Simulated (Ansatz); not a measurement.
# LuBi2ClO4: the cost of one run

Computed with Ansatz 0.2.0 through its Python package. Level of theory: DFT r2SCAN, plane waves, PAW.

### Step 1. The structure

Symmetry: P4/mmm, No. 123, tetragonal system. The conventional cell has a = 3.823 Å, b = 3.823 Å, c = 8.856 Å, α = 90.00°, β = 90.00°, γ = 90.00°. Lu (site symmetry 4/mmm) is surrounded by 8 O at 2.34 Å. Bi (site symmetry 4mm) has 4 O at 2.23 Å as nearest neighbours. Cl (site symmetry 4/mmm) is surrounded by 8 Bi at 3.33 Å. O (site symmetry 2mm) is surrounded by 2 Bi at 2.23 Å and 2 Lu at 2.34 Å.

No structure file is read: the coordinates are typed or built in the script.

### Step 2. Script

Contents of pdos_lubi2clo4.py:

```python
# -*- coding: utf-8 -*-
"""Projected density of states of LuBi2ClO4."""

import ansatz
import matplotlib.pyplot as plt
import numpy as np

structure = (
    ansatz.Lattice.of([3.8232, 0.0, 0.0], [0.0, 3.8232, 0.0], [0.0, 0.0, 8.856])
    .atom("Lu", [0.0, 0.0, 0.0])
    .atom("Bi", [0.5, 0.5, 0.7193])
    .atom("Bi", [0.5, 0.5, 0.2807])
    .atom("Cl", [0.0, 0.0, 0.5])
    .atom("O", [0.5, 0.0, 0.848])
    .atom("O", [0.0, 0.5, 0.848])
    .atom("O", [0.5, 0.0, 0.152])
    .atom("O", [0.0, 0.5, 0.152])
)

base = structure.calculation()
base = base.functional("r2scan")
base = base.scf(tolerance=1e-05, lower_state_search="light")
base = base.mixing("msr1").basis(500)
base = base.occupations("fixed")
base = base.kpoints(mesh=(5, 5, 2))
base = base.scf(extra_bands=22)
base = base.density_of_states(projected=True, energy_step=0.05)
done = base.run()
summary = done.report

dos = done.density_of_states()
energy = np.asarray(dos.energies_ev) - dos.fermi_ev
curves = {}
for site in done.projected_density_of_states().sites:
    for shell in site.shells:
        weight = sum(np.sum(curve.g_bin_mean_per_ev, axis=0) for curve in shell.curves)
        name = f"{site.species} {shell.label}"
        curves[name] = curves.get(name, 0) + weight

window = (energy > -6) & (energy < 4)
fig, ax = plt.subplots(figsize=(5.5, 3.5))
for name, g in curves.items():
    if g[window].max() > 0.05:
        ax.plot(energy[window], g[window], label=name, lw=1)
        print(f"{name:8s} peak {g[window].max():7.3f} states/eV at {energy[window][g[window].argmax()]:6.2f} eV")
ax.set(xlabel="E - E_F (eV)", ylabel="states/eV")
ax.legend(fontsize=7)
fig.tight_layout()
fig.savefig("pdos.png", dpi=100)
```

### Step 3. The run

The run is started by

```console
python pdos_lubi2clo4.py
```

**Question.** How long does this script take on 1 thread of Arm Neoverse V1, shared host, and how much memory does it need?

About 22 s, with a peak of 0.76 GiB.
